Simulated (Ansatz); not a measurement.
# C2H6OSn: the cost of one run

Program: Ansatz 0.2.0. Level of theory: UKS PBE0/def2-SVP. These are calculated values, not measurements.

1 further run of the same task is left out (it didn't finish).

## (1) Starting point

Bond lengths: C1–Sn2 2.082 Å, Sn2–C3 2.105 Å, Sn2–O4 2.006 Å, C3–O4 1.285 Å, C1–H5 1.156 Å, C1–H6 1.101 Å, C1–H7 1.150 Å, Sn2–H8 1.776 Å, C3–H9 1.127 Å, C3–H10 1.125 Å. Angles (14 of 19 angles, heavy atoms first): C1–Sn2–C3 113.9°, C1–Sn2–O4 109.3°, C3–Sn2–O4 36.3°, Sn2–C3–O4 67.6°, Sn2–O4–C3 76.0°, C1–Sn2–H8 118.9°, C3–Sn2–H8 123.8°, O4–Sn2–H8 105.5°, Sn2–C1–H5 110.7°, Sn2–C1–H6 114.2°, Sn2–C1–H7 110.8°, Sn2–C3–H9 116.4°, Sn2–C3–H10 117.4°, O4–C3–H9 112.5°.

Coordinates:

```xyz
10

C    -0.9136    1.4349    0.0687
Sn    0.6466    0.1844   -0.5120
C     0.7340   -1.6240    0.5616
O     0.0104   -1.7175   -0.4967
H    -1.8585    1.2285   -0.5637
H    -1.1885    1.3513    1.1320
H    -0.6440    2.5373   -0.1184
H     1.3901    0.4221   -2.1068
H     1.6940   -2.2081    0.4803
H     0.2126   -1.6601    1.5580
```

## (2) Relaxing end A

input.yaml

```yaml
crystal:
  periodic: [false, false, false]
  atoms:
    - { symbol: C, position_ang: [-0.9136, 1.4349, 0.0687] }
    - { symbol: Sn, position_ang: [0.6466, 0.1844, -0.512] }
    - { symbol: C, position_ang: [0.734, -1.624, 0.5616] }
    - { symbol: O, position_ang: [0.0104, -1.7175, -0.4967] }
    - { symbol: H, position_ang: [-1.8585, 1.2285, -0.5637] }
    - { symbol: H, position_ang: [-1.1885, 1.3513, 1.132] }
    - { symbol: H, position_ang: [-0.644, 2.5373, -0.1184] }
    - { symbol: H, position_ang: [1.3901, 0.4221, -2.1068] }
    - { symbol: H, position_ang: [1.694, -2.2081, 0.4803] }
    - { symbol: H, position_ang: [0.2126, -1.6601, 1.558] }
magnetization:
  spin_polarized: true
basis:
  gaussian: { orbitals: def2-SVP }
hamiltonian:
  xc: pbe0
relax:
  f_tol: 0.02
  max_steps: 50
output:
  orbitals: {}
```

Launch:

```bash
$ ansatz run input.yaml --threads 2 --pin off --max-ram 3072MiB --backend cpu --events-out ev --progress --plain --runs-dir out
```

**Question.** How long does this run take on 2 threads of AMD EPYC 7R13 (Zen 3), shared host, and how much memory does it need?

About 42 s, with a peak of 0.31 GiB.
